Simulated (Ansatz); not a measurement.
**PBE/6-31G(d) (spherical functions) run of CH6AlFSi (SMILES C[SiH2][AlH][F])**

Aim: the vertical ionisation energy of CH6AlFSi at PBE/6-31G* (spherical functions), from 2 runs. 

The calculation is run with Ansatz 0.2.0.

128 further runs of the same task are left out: 128 set aside as unsound or not needed.

### Step 1. The molecule

CH6AlFSi has 10 atoms, charge 0, and is taken as a singlet. As SMILES, `C[SiH2][AlH][F]`. The coordinates come from a PBE0-D4/def2-TZVP relaxation. This is one conformer, not always the lowest.

Bond lengths: C1–Si2 1.882 Å, Si2–Al3 2.453 Å, Al3–F4 1.655 Å, C1–H5 1.092 Å, C1–H6 1.092 Å, C1–H7 1.092 Å, Si2–H8 1.493 Å, Si2–H9 1.493 Å, Al3–H10 1.586 Å. Some angles: C1–Si2–Al3 113.1°, Si2–Al3–F4 117.3°, C1–Si2–H8 109.7°, C1–Si2–H9 109.6°, Al3–Si2–H8 109.0°, Al3–Si2–H9 108.9°, Si2–C1–H5 110.6°, Si2–C1–H6 111.0°, Si2–C1–H7 111.0°, Si2–Al3–H10 127.4°.

### Step 2. The energy at PBE/6-31G(d) (spherical functions)

molecule.yaml

```yaml
basis:
  gaussian: {orbitals: 6-31G_st_-spherical.json}
crystal:
  periodic: [false, false, false]
  atoms:
    - {symbol: C, position_ang: [0.209300, 1.522100, -0.549700]}
    - {symbol: Si, position_ang: [-0.487300, 0.185700, 0.578100]}
    - {symbol: Al, position_ang: [0.320500, -2.061900, 0.018500]}
    - {symbol: F, position_ang: [-0.271300, -3.324400, 0.910100]}
    - {symbol: H, position_ang: [-0.171000, 2.504900, -0.262800]}
    - {symbol: H, position_ang: [-0.069900, 1.340800, -1.589900]}
    - {symbol: H, position_ang: [1.299800, 1.551100, -0.495300]}
    - {symbol: H, position_ang: [-1.978700, 0.198000, 0.509600]}
    - {symbol: H, position_ang: [-0.129200, 0.490400, 1.995500]}
    - {symbol: H, position_ang: [1.361100, -2.457900, -1.111000]}
hamiltonian: {xc: {name: PBE}}
accuracy: high
output: {orbitals: {seedname: orbitals}}
```

The basis set 6-31G* is read from a file made from the Basis Set Exchange's data (not shown).

Launch:

```console
$ ansatz run molecule.yaml --threads 1 --pin off --max-ram 3480MiB --events-out events.jsonl --progress --plain --runs-dir runs
```

Standard output:

```text
Warning: RAYON_NUM_THREADS=1 ignored (pool sized by the plan → 1); use --threads N
Functional definition: PBE
  name "PBE"
  parameter kappa = 0.804
  parameter beta = 0.06672455060314922
  exchange = pbe_x(kappa = kappa, mu = beta*pi^2/3)
  correlation = pbe_c(beta = beta)
1733 factors; integrals over basis functions are off by at most 7.2e-9 eV
mean field evaluation 1: about -18306.9632 eV, gradient 5.9e1 eV
mean field evaluation 2: about -18285.1098 eV, gradient 1.2e2 eV
mean field evaluation 4: about -18314.5546 eV, gradient 7.4e0 eV
mean field evaluation 8: about -18314.6736 eV, gradient 1.1e-1 eV
mean field evaluation 16: about -18314.6736 eV, gradient 4.6e-6 eV
mean field -18314.67361927 eV, -673.0518413766 hartree, gradient 4.4e-9 eV, S^2 0.000000; 0 other end points of the search recorded, 0 dependent functions left out
reference -18314.67362381 eV, -673.0518415434 hartree; 24, 24 occupied and 52, 52 virtual orbitals, 1733 factors
Total energy: -18314.67362381 eV, -673.0518415434 hartree
```

Run time: 7.2 s. Hardware: 1 thread of Arm Neoverse V1, shared host; peak memory 0.2 GiB.

### Step 3. The doublet cation

in.yaml

```yaml
crystal:
  periodic: [false, false, false]
  atoms:
    - symbol: C
      position_ang: [0.209300, 1.522100, -0.549700]
    - symbol: Si
      position_ang: [-0.487300, 0.185700, 0.578100]
    - symbol: Al
      position_ang: [0.320500, -2.061900, 0.018500]
    - symbol: F
      position_ang: [-0.271300, -3.324400, 0.910100]
    - symbol: H
      position_ang: [-0.171000, 2.504900, -0.262800]
    - symbol: H
      position_ang: [-0.069900, 1.340800, -1.589900]
    - symbol: H
      position_ang: [1.299800, 1.551100, -0.495300]
    - symbol: H
      position_ang: [-1.978700, 0.198000, 0.509600]
    - symbol: H
      position_ang: [-0.129200, 0.490400, 1.995500]
    - symbol: H
      position_ang: [1.361100, -2.457900, -1.111000]
basis:
  gaussian:
    orbitals: 6-31G_st_-spherical.json
total_charge: 1
magnetization:
  spin_polarized: true
  initial_magnetization: 1
hamiltonian:
  xc: {name: PBE}
accuracy: high
output:
  orbitals: {seedname: orbitals}
```

The basis set 6-31G* is read from a file made from the Basis Set Exchange's data (not shown).

Launch:

```console
$ ansatz run in.yaml --threads 1 --pin off --max-ram 3480MiB --events-out events.jsonl --progress --plain --runs-dir runs
```

Standard output (excerpt; [...] marks lines left out):

```text
Warning: RAYON_NUM_THREADS=1 ignored (pool sized by the plan → 1); use --threads N
[... 6 set-up lines as earlier in the session ...]
1733 factors; integrals over basis functions are off by at most 7.2e-9 eV
mean field evaluation 1: about -18288.7906 eV, gradient 6.4e1 eV
mean field evaluation 2: about -18093.1821 eV, gradient 1.8e2 eV
mean field evaluation 4: about -18302.8170 eV, gradient 2.0e1 eV
mean field evaluation 8: about -18305.4768 eV, gradient 4.6e-1 eV
mean field evaluation 16: about -18305.4654 eV, gradient 1.7e-4 eV
mean field evaluation 32: about -18303.1713 eV, gradient 7.9e0 eV
mean field -18305.46542776 eV, -672.7134465801 hartree, gradient 6.6e-8 eV, S^2 0.753524; 2 other end points of the search recorded, 0 dependent functions left out
reference -18305.46543246 eV, -672.7134467526 hartree; 24, 23 occupied and 52, 53 virtual orbitals, 1733 factors
Total energy: -18305.46543246 eV, -672.7134467526 hartree
```

Wall time 13 s (1 thread of Arm Neoverse V1, shared host); peak memory 0.27 GiB.

### Step 4. What came out

At PBE/6-31G* (spherical functions):

| quantity | value |
| --- | --- |
| singlet CH6AlFSi: total energy | -673.05184 Eh |
| singlet CH6AlFSi: HOMO energy | -6.24 eV |
| singlet CH6AlFSi: LUMO energy | -2.14 eV |
| singlet CH6AlFSi: HOMO–LUMO gap | 4.10 eV |
| doublet cation: total energy | -672.71345 Eh |
| doublet cation: HOMO energy (highest over α and β) | -13.08 eV |
| doublet cation: LUMO energy (lowest over α and β) | -12.12 eV |
| doublet cation: ⟨S²⟩ | 0.754 |
| vertical ionisation energy (to the doublet cation) | 9.208 eV |

What this shows: The vertical ionisation energy comes to 9.21 eV (888 kJ/mol). −ε(HOMO) before ionisation, 6.24 eV, is 2.97 eV below this ionisation energy.
